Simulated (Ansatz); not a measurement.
# BaN: what a guessed cell relaxes into

Aim: relax a trial structure of BaN and see where it ends.

Program: Ansatz 0.2.0. Level of theory: DFT PBE, scalar-relativistic, plane waves, PAW. These are calculated values, not measurements.

## (1) The system as given

It takes space group Fd-3m (No. 227, cubic). Conventional cell: a = 7.281 Å, b = 7.281 Å, c = 7.281 Å, α = 90.00°, β = 90.00°, γ = 90.00°. Ba (site symmetry -43m) is surrounded by 4 N at 3.15 Å and 4 Ba at 3.15 Å. N (site symmetry -43m) is surrounded by 4 Ba at 3.15 Å and 4 N at 3.15 Å.

Coordinates:

```
CELL_PARAMETERS angstrom
0.00000 3.64070 3.64070
3.64070 0.00000 3.64070
3.64070 3.64070 0.00000
ATOMIC_POSITIONS crystal
Ba 0.00000 0.00000 0.00000
Ba 0.25000 0.25000 0.25000
N 0.75000 0.75000 0.75000
N 0.50000 0.50000 0.50000
```

A structure generator made this guess: random cell by space group and Wyckoff sites (Fd-3m, No. 227). Lengths come from tabulated atomic sizes and are only a guess.

## (2) Probe: one point on a coarse mesh

input.yaml reads:

```yaml
crystal:
  lattice:
    - [0.0, 3.64069807, 3.64069807]
    - [3.64069807, 0.0, 3.64069807]
    - [3.64069807, 3.64069807, 0.0]
  atoms:
    - { symbol: Ba, position: [0.0, 0.0, 0.0] }
    - { symbol: Ba, position: [0.25, 0.25, 0.25] }
    - { symbol: "N", position: [0.75, 0.75, 0.75] }
    - { symbol: "N", position: [0.5, 0.5, 0.5] }
basis:
  ecutwfc: 420
kpoints:
  mp_grid: { grid: [4, 4, 4] }
hamiltonian:
  xc: pbe
scf:
  occupations: { method: gaussian, width: 0.1 }
  lower_state_search: "off"
output:
  forces: true
  stress: true
  eigenvalues: true
```

Started as:

```
> ansatz run input.yaml --threads 1 --pin off --max-ram 2560MiB --backend cpu --events-out ev --progress --plain --runs-dir out
```

The session goes on with these runs: spin check on a coarse mesh; coarse relaxation; relaxation on the finer mesh.

Before running it: what results should come out? Wanted: conventional cell; volume; energy over the elements; gap on the mesh; total moment.

**Answer**, as computed:

| quantity | value |
| --- | --- |
| symmetry at the end (tolerance 0.05 Å) | space group Fd-3m (No. 227) |
| conventional cell | a = 6.961 Å, b = 6.961 Å, c = 6.961 Å, α = 90.00°, β = 90.00°, γ = 90.00° |
| volume | 21.08 Å³/atom |
| energy over the elements (uncorrected; H, N, O, F and Cl as molecules) | +1.22 eV/atom |
| gap on the mesh | none (metal) |
| total moment | 2.00 μB/cell |

**Reading.** The space group Fd-3m (No. 227) is kept, and the volume per atom shrinks by 12.6 % from the first guess. The formation energy is positive, so the separate elements lie lower. No finished test with a distortion of lower symmetry is shown, so the end may be a saddle point. Other magnetic orders were not searched.
